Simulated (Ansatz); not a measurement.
# BSiH4O2F (SMILES OB(F)O[SiH3]) at HF/6-31G(d) (spherical functions)

Aim: the energy change on altering one bond length of BSiH4O2F at HF/6-31G* (spherical functions), from 2 runs. 

The results are computed with Ansatz 0.2.0.

129 further runs of the same task are left out: 1 that didn't finish, 128 set aside as unsound or not needed.

**1. The molecule**

The species is BSiH4O2F (9 atoms), meant as a singlet with charge 0. As SMILES, `OB(F)O[SiH3]`. Geometry: relaxed at PBE0-D4/def2-TZVP. This is one conformer, not always the lowest.

Bond lengths: O1–B2 1.359 Å, B2–F3 1.334 Å, B2–O4 1.348 Å, O4–Si5 1.655 Å, O1–H6 0.960 Å, Si5–H7 1.480 Å, Si5–H8 1.484 Å, Si5–H9 1.484 Å. Some angles: O1–B2–F3 120.0°, O1–B2–O4 121.1°, F3–B2–O4 118.9°, B2–O4–Si5 131.9°, B2–O1–H6 113.4°, O4–Si5–H7 106.4°, O4–Si5–H8 110.2°, O4–Si5–H9 110.2°, H7–Si5–H8 110.1°, H7–Si5–H9 110.1°.

**2. A single-point energy at HF/6-31G(d) (spherical functions)**

The input, in.yaml:

```yaml
crystal:
  periodic: [false, false, false]
  atoms:
    - {symbol: O, position_ang: [-1.614100, 0.556700, 0.394000]}
    - {symbol: B, position_ang: [-0.395400, 1.157100, 0.352700]}
    - {symbol: F, position_ang: [-0.277300, 2.450800, 0.657900]}
    - {symbol: O, position_ang: [0.708900, 0.466900, 0.006200]}
    - {symbol: Si, position_ang: [0.934200, -1.114900, -0.425000]}
    - {symbol: H, position_ang: [-2.322500, 1.149900, 0.654100]}
    - {symbol: H, position_ang: [2.381900, -1.273900, -0.690900]}
    - {symbol: H, position_ang: [0.154500, -1.427600, -1.647800]}
    - {symbol: H, position_ang: [0.518200, -2.011000, 0.681800]}
basis:
  gaussian:
    orbitals: 6-31G_st_-spherical.json
hamiltonian:
  xc: hf
accuracy: high
output: {orbitals: {seedname: orbitals}}
```

The basis set 6-31G* is read from a file made from the Basis Set Exchange's data (not shown).

Run with:

```
$ ansatz run in.yaml --threads 1 --pin off --max-ram 3480MiB --events-out events.jsonl --progress --plain --runs-dir runs
```

The log of the run:

```text
Warning: RAYON_NUM_THREADS=1 ignored (pool sized by the plan → 1); use --threads N
Functional definition: HF
  name "HF"
  exchange = exact_x
  correlation = 0
1877 factors; integrals over basis functions are off by at most 3.6e-9 eV
mean field evaluation 1: about -15378.9997 eV, gradient 4.3e1 eV
mean field evaluation 2: about -15379.0947 eV, gradient 4.3e1 eV
mean field evaluation 4: about -15382.6754 eV, gradient 2.9e0 eV
mean field evaluation 8: about -15382.7089 eV, gradient 2.2e-1 eV
mean field -15382.70900907 eV, -565.3041293088 hartree, gradient 6.8e-8 eV, S^2 0.000000; 0 other end points of the search recorded, 0 dependent functions left out
reference -15382.70900907 eV, -565.3041293088 hartree; 24, 24 occupied and 58, 58 virtual orbitals, 1877 factors
Total energy: -15382.70900907 eV, -565.3041293088 hartree
```

Wall time 1.5 s (1 thread of Intel Xeon 6975P-C (Granite Rapids), shared host); peak memory 0.24 GiB.

**3. The distorted shape, same level**

The input, job.yaml:

```yaml
crystal:
  periodic: [false, false, false]
  atoms:
    - symbol: O
      position_ang: [-1.224272, 0.713041, 1.005366]
    - symbol: B
      position_ang: [-0.005572, 1.313441, 0.964066]
    - symbol: F
      position_ang: [0.112528, 2.607141, 1.269266]
    - symbol: O
      position_ang: [1.098728, 0.623241, 0.617566]
    - symbol: Si
      position_ang: [1.324028, -0.958559, 0.186366]
    - symbol: H
      position_ang: [-1.932672, 1.306241, 1.265466]
    - symbol: H
      position_ang: [2.771728, -1.117559, -0.079534]
    - symbol: H
      position_ang: [0.154500, -1.427600, -1.647800]
    - symbol: H
      position_ang: [0.908028, -1.854659, 1.293166]
basis:
  gaussian:
    orbitals: 6-31G_st_-spherical.json
hamiltonian:
  xc: hf
accuracy: high
output: {orbitals: {seedname: orbitals}}
```

The basis set 6-31G* is read from a file made from the Basis Set Exchange's data (not shown).

Run with:

```
$ ansatz run job.yaml --threads 1 --pin off --max-ram 3480MiB --events-out events.jsonl --progress --plain --runs-dir runs
```

The log of the run:

```text
Warning: RAYON_NUM_THREADS=1 ignored (pool sized by the plan → 1); use --threads N
[... 4 set-up lines as earlier in the session ...]
1874 factors; integrals over basis functions are off by at most 3.6e-9 eV
mean field evaluation 1: about -15376.7014 eV, gradient 4.3e1 eV
mean field evaluation 2: about -15376.7850 eV, gradient 4.3e1 eV
mean field evaluation 4: about -15380.3530 eV, gradient 2.9e0 eV
mean field evaluation 8: about -15380.3875 eV, gradient 2.3e-1 eV
mean field -15380.38768628 eV, -565.2188222695 hartree, gradient 9.0e-8 eV, S^2 0.000000; 0 other end points of the search recorded, 0 dependent functions left out
reference -15380.38768628 eV, -565.2188222695 hartree; 24, 24 occupied and 58, 58 virtual orbitals, 1874 factors
Total energy: -15380.38768628 eV, -565.2188222695 hartree
```

Wall time 1.4 s (1 thread of Intel Xeon 6975P-C (Granite Rapids), shared host); peak memory 0.24 GiB.

**4. Summary of results**

At HF/6-31G* (spherical functions):

```
                                                          quantity          value
                                         first shape: total energy  -565.30413 Eh
                                          first shape: HOMO energy      -12.71 eV
                                          first shape: LUMO energy        3.72 eV
                                        first shape: HOMO–LUMO gap       16.43 eV
                                     distorted shape: total energy  -565.21882 Eh
                                      distorted shape: HOMO energy      -10.30 eV
                                      distorted shape: LUMO energy        2.59 eV
                                    distorted shape: HOMO–LUMO gap       12.89 eV
energy change with the Si5–H8 bond stretched from 1.484 to 2.225 Å       2.321 eV
```

With the Si5–H8 bond stretched from 1.484 to 2.225 Å the energy rises by 2.32 eV (54 kcal/mol). The first shape isn't relaxed at this level, so the change isn't measured from a minimum.
